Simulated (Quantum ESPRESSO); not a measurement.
Te2Mo:

```xyz
6
Lattice="3.5182 0.0000 0.0000 -1.7591 3.0469 0.0000 0.0000 0.0000 13.9736" Properties=species:S:1:pos:R:3 pbc="T T T"
Mo    0.0000    2.0312    3.4934
Mo    1.7591    1.0156   10.4802
Te    0.0000    2.0312    8.6776
Te    1.7591    1.0156    1.6908
Te    0.0000    2.0312   12.2828
Te    1.7591    1.0156    5.2960
```

Base run:

* Program: Quantum ESPRESSO 7.5
* Functional: PBE
* Potentials or basis: PseudoDojo 0.4.1 SR PBE standard
* Cutoff: 1088 eV
* Density cutoff: 4354 eV
* k mesh: 12 × 12 × 3
* Occupations: fermi-dirac, width 0.05 eV
* Spin: no spin polarisation

Its results: band gap on the k mesh 0.74 eV, indirect (least direct gap 1.04 eV); pressure 3.4 GPa; largest force 0.239 eV/Å; electronic dielectric tensor (diagonal) 19.98, 19.98, 10.84.

The run is repeated on the same cell with these changes: functional from PBE to LDA; potentials or basis from PseudoDojo 0.4.1 SR PBE standard to PseudoDojo 0.4.1 SR LDA standard. What comes out?

Band gap on the k mesh 0.72 eV, indirect (least direct gap 1.03 eV); pressure -2.6 GPa; largest force 0.234 eV/Å; electronic dielectric tensor (diagonal) 19.98, 19.98, 11.00.

Caveats: on a mesh that holds Γ this program's dielectric tensor can be off by some percent beyond the error of the mesh; spin-orbit coupling is left out, which moves the levels of the heavy elements; an odd mesh through Γ misses points on the zone boundary, where band edges often lie; the cell is more than 3 GPa from zero pressure, which shifts response properties (some runs); this functional lacks dispersion, which binds the layers, so the pressure and a relaxed spacing across them are unreliable (some runs).
